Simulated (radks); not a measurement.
**Ionisation of Lu: one atom, several choices of functional**

An exercise on one series of results from a longer session: the logs are not shown, and one member is left open.

The numbers are computed with radks (a radial shooting solver on a logarithmic mesh, Libxc functionals) version 1 (scalar-relativistic Kohn-Sham, spin-polarised, spherical densities, finite nucleus; open shells are filled with parallel spins first), except any that are marked as measured or tabulated.

## The atom as given

| Item | Value |
| --- | --- |
| element | lutetium (Z = 71) |
| charge | 0 |
| electrons | 71 |
| configuration | [Xe] 4f14 5d1 6s2 |
| ion | Lu⁺, [Xe] 4f14 6s2 |
| choices | OLYP; MS2 meta-GGA; LDA (Slater exchange, Perdew-Wang correlation); LDA (Slater exchange, Perdew-Zunger correlation); PBEsol; BLYP; PW91; B86b exchange with PBE correlation; TASK exchange with Perdew-Wang LDA correlation |

Outer shells as boxes (Hund's rule):

Lu
```
[Xe] core
4f [↑↓][↑↓][↑↓][↑↓][↑↓][↑↓][↑↓]
5d [↑ ][  ][  ][  ][  ]
6s [↑↓]
```

Lu⁺
```
[Xe] core
4f [↑↓][↑↓][↑↓][↑↓][↑↓][↑↓][↑↓]
6s [↑↓]
```

The first run:

Settings of this run:

```text
Z 71
configuration [Xe] 4f14 5d1 6s2
relativity scalar-relativistic
functional optx,lyp
spin polarised
nucleus finite rms 5.37 fm
c 137.035999084
```

Among the steps run: OLYP: Lu; OLYP: Lu⁺; MS2 meta-GGA: Lu; MS2 meta-GGA: Lu⁺; LDA (Slater exchange, Perdew-Wang correlation): Lu; LDA (Slater exchange, Perdew-Wang correlation): Lu⁺; LDA (Slater exchange, Perdew-Zunger correlation): Lu; LDA (Slater exchange, Perdew-Zunger correlation): Lu⁺; PBEsol: Lu; PBEsol: Lu⁺; BLYP: Lu; BLYP: Lu⁺; PW91: Lu; PW91: Lu⁺; B86b exchange with PBE correlation: Lu; B86b exchange with PBE correlation: Lu⁺; TASK exchange with Perdew-Wang LDA correlation: Lu; TASK exchange with Perdew-Wang LDA correlation: Lu⁺.

One table of the session follows, with a row left open; its other results are not shown here.

```
                                      functional  Δ-SCF (eV)  −ε(HOMO) (eV)  <r> HOMO (bohr)
                                            OLYP           ?              ?                ?
                                    MS2 meta-GGA       5.368          1.961            2.868
  LDA (Slater exchange, Perdew-Wang correlation)       5.597          2.096            2.840
LDA (Slater exchange, Perdew-Zunger correlation)       5.591          2.086            2.843
                                          PBEsol       5.422          1.978            2.866
                                            BLYP       5.247          1.776            2.892
                                            PW91       5.443          2.003            2.884
              B86b exchange with PBE correlation       5.399          1.963            2.885
  TASK exchange with Perdew-Wang LDA correlation       4.939          1.671            2.743
```

**Question.** Estimate the row for OLYP.

The run gave: Δ-SCF (eV): 5.176; −ε(HOMO) (eV): 1.766; <r> HOMO (bohr): 2.878. In the column «Δ-SCF (eV)» it lies between TASK exchange with Perdew-Wang LDA correlation (4.939) and BLYP (5.247).

Open shells are spherical and high-spin; term and fine-structure splittings are not resolved. Spin-orbit splitting is averaged out at the scalar-relativistic level.
